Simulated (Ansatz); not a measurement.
# ClF₃OW: how energies converge with the basis set

How large a basis does ClF₃OW need? Two functionals are run in growing sets.

Method: one geometry, several basis sets; program: Ansatz 0.2.0, Gaussian basis.

Levels to be run: PBE0-D4/def2-SVP; ωB97M-V/def2-SVP; PBE0-D4/def2-QZVPP; ωB97M-V/def2-QZVPP; the functionals' def2-TZVPP values are taken from earlier runs.

**1. Structure used throughout**

An earlier PBE0-D4 in a triple-zeta def2 set relaxation fixed the geometry. W takes the def2 core potential; no spin-orbit term is included.

SMILES `[O]=[W]([F])([F])([F])[Cl]`, 6 atoms, charge 0, spin multiplicity 1.

Atoms are counted from 1 here; the program's logs count them from 0.

Bond lengths: O1–W2 1.670 Å, W2–F3 1.851 Å, W2–F4 1.851 Å, W2–F5 1.852 Å, W2–Cl6 2.271 Å. Angles: O1–W2–F3 103.0°, O1–W2–F4 103.0°, O1–W2–F5 107.8°, O1–W2–Cl6 106.1°, F3–W2–F4 153.9°, F3–W2–F5 84.8°, F3–W2–Cl6 87.7°, F4–W2–F5 84.8°, F4–W2–Cl6 87.7°, F5–W2–Cl6 146.1°.

**2. PBE0-D4 in def2-SVP**

The input, in.yaml:

```yaml
crystal:
  periodic: [false, false, false]
  atoms:
    - {symbol: O, position_ang: [-0.310343, -1.609218, 0.574433]}
    - {symbol: W, position_ang: [0.026816, -0.087573, -0.025466]}
    - {symbol: F, position_ang: [1.563771, 0.388206, 0.888860]}
    - {symbol: F, position_ang: [-1.292898, 0.158550, -1.299187]}
    - {symbol: F, position_ang: [1.156370, -0.289718, -1.478953]}
    - {symbol: Cl, position_ang: [-1.101616, 1.375752, 1.294112]}
basis:
  gaussian: {orbitals: def2-SVP}
hamiltonian: {xc: pbe0, dispersion: d4}
output: {orbitals: {seedname: orbitals}}
```

Command:

```
ansatz run in.yaml --threads 4 --pin off --events-out ev --progress --plain --max-ram 10444MiB
```

The runs that follow: ωB97M-V in def2-SVP; PBE0-D4 in def2-QZVPP; ωB97M-V in def2-QZVPP.

**Question.** What will the summary of the whole plan be? Wanted: PBE0-D4: double and triple zeta above quadruple; ωB97M-V: double and triple zeta above quadruple.

The runs gave:

```
                                       quantity           value
PBE0-D4: double and triple zeta above quadruple  18.63, 0.93 eV
ωB97M-V: double and triple zeta above quadruple  18.80, 0.87 eV
```

**Reading.** For PBE0-D4 the step from double to triple zeta gains 17.70 eV and the next only 0.93 eV. Total energies overstate the basis error of differences, where much of it tends to cancel.
